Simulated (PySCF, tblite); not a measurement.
# C₄H₉BN₂: geometry, infrared bands, NMR shifts, spin-spin couplings and electronic excitations

Wanted: the infrared bands, NMR shifts, spin-spin couplings and electronic excitations of C₄H₉BN₂ (`C#CB(N)N(C)C`), by calculation.

The runs use tblite 0.8.0 and PySCF 2.14.0, with density-fitted response routines of our own; the level of theory stands in each step. All values are computed, except where a source is named. Atoms are numbered from 0 throughout.

## (1) The molecule as given

16 atoms, charge 0, multiplicity 1; geometry from: force field or distance geometry start.

Bonds of the start (Å): C0–C1 1.23, C1–B2 1.53, B2–N3 1.50, B2–N4 1.50, N4–C5 1.44, N4–C6 1.42, C0–H7 1.05, N3–H8 1.03, N3–H9 1.01, C5–H10 1.10, C5–H11 1.12, C5–H12 1.11, C6–H13 1.11, C6–H14 1.13, C6–H15 1.13.

## (2) Relaxing the molecule with GFN2-xTB

Job settings and geometry (Å):

```
{"job": {"kind": "relax", "xc": "GFN2-xTB", "basis": "xTB"}, "charge": 0, "multiplicity": 1}
C      2.882800    -1.516600    -0.335700
C      1.953700    -0.727700    -0.147400
B      0.797600     0.236100     0.132600
N      1.151800     1.695100     0.107900
N     -0.587100    -0.348000     0.111600
C     -1.299500    -0.191700    -1.128600
C     -1.357000    -0.225800     1.294500
H      3.678900    -2.181400    -0.502800
H      0.530300     2.305300     0.656100
H      1.460400     2.053500    -0.783100
H     -2.311800    -0.588800    -0.996100
H     -0.782600    -0.716300    -1.971700
H     -1.282100     0.887800    -1.380700
H     -2.238500    -0.893400     1.203800
H     -1.773100     0.803200     1.497000
H     -0.831400    -0.582500     2.231000
```

Launch:

```console
$ OMP_NUM_THREADS=1 python probes_run.py task.json out
```

This one command runs all jobs of the session in turn.

**Question.** This job is followed by: GFN2-xTB harmonic vibrations, gas phase; PBE0-D3(BJ)/def2-SVP geometry optimisation, gas phase; GIAO PBE0/pcSseg-1 NMR shielding, non-relativistic, gas phase; B3LYP/pcJ-1 indirect spin-spin coupling, non-relativistic, gas phase; TDDFT wB97X-D/def2-SVPD, vertical, gas phase, core orbitals frozen in the response; GIAO CAM-B3LYP/pcSseg-1 NMR shielding, non-relativistic, gas phase. What will the session give for the following? strongest single infrared mode (GFN2-xTB); zero-point energy (GFN2-xTB); point group; rotational constants (main isotopes); ¹³C shifts against TMS (PBE0/pcSseg-1, means over atoms taken as alike); ¹H shifts against TMS (PBE0/pcSseg-1, means over atoms taken as alike); ¹¹B shifts against BF3·OEt2 (PBE0/pcSseg-1); ¹⁵N shifts against NH3 (PBE0/pcSseg-1); largest coupling of the table (B3LYP/pcJ-1); lowest singlet (wB97X-D/def2-SVPD); brightest single state of those computed; lowest triplet; vertical ionisation energy (ΔSCF); range of the shift of B2.

**Answer**, as computed:

| quantity | value |
| --- | --- |
| strongest single infrared mode (GFN2-xTB) | 397 cm⁻¹, 213 km/mol |
| zero-point energy (GFN2-xTB) | 81.2 kcal/mol |
| point group | C1 |
| rotational constants (main isotopes) | 3.86, 2.01, 1.35 GHz |
| ¹³C shifts against TMS (PBE0/pcSseg-1, means over atoms taken as alike) | 96.0, 91.7, 39.2 ppm |
| ¹H shifts against TMS (PBE0/pcSseg-1, means over atoms taken as alike) | 2.67, 2.32, 2.31 ppm |
| ¹¹B shifts against BF3·OEt2 (PBE0/pcSseg-1) | 18.6 ppm |
| ¹⁵N shifts against NH3 (PBE0/pcSseg-1) | 78.9, 70.8 ppm |
| largest coupling of the table (B3LYP/pcJ-1) | ¹J(C,H) C0–H7, 259.1 Hz |
| lowest singlet (wB97X-D/def2-SVPD) | 5.92 eV (209 nm), f = 0.000 |
| brightest single state of those computed | state 2, 6.10 eV, f = 0.145 |
| lowest triplet | 4.92 eV |
| vertical ionisation energy (ΔSCF) | 8.34 eV |
| range of the shift of B2 | 18.6 to 20.7 ppm |

What this shows: Relaxing lowered the energy by 1.650 eV in 144 steps; the close pair that moved most is B2–N4, from 1.503 to 1.409 Å (GFN2-xTB). No mode is imaginary among the 42: a minimum at this level. The strongest single mode, at 397 cm⁻¹, moves mainly H8 and H9. GFN2-xTB is a fitted tight-binding method: band positions and strengths are rough. Its intensities can rank the bands wrongly. The optimisation took 9 steps and gained 0.150 eV; among the close pairs (by a distance rule), N3–H9 changed most, from 0.968 to 1.009 Å (PBE0/def2-SVP). At PBE0/pcSseg-1: Shielding is most anisotropic at C1 (span 307 ppm, paramagnetic term -166 ppm). In the run at B3LYP/pcJ-1, the largest coupling of the table is C0–H7, 259.1 Hz, of which the Fermi-contact term gives 259.8 Hz. Couplings across rotatable bonds belong to this one conformer; where others are populated, the observed values are averages. The lowest singlet, at 5.92 eV, is HOMO−2→LUMO+1 0.91 and is dark; of the 10 states computed, the strongest absorption comes from states 2 to 3 together at 6.10 eV (the last state computed is bright too, and its partners may lie past the list). The lowest triplet lies 1.00 eV below the lowest singlet (triplets in Tamm-Dancoff, singlets in full TDDFT). ΔSCF puts the ionisation energy at 8.34 eV, 0.08 eV above −ε(HOMO). In ppm, B2 moves most: its shift spreads over 2.1 ppm, from 18.6 (PBE0/pcSseg-1) to 20.7 (CAM-B3LYP/pcSseg-1).
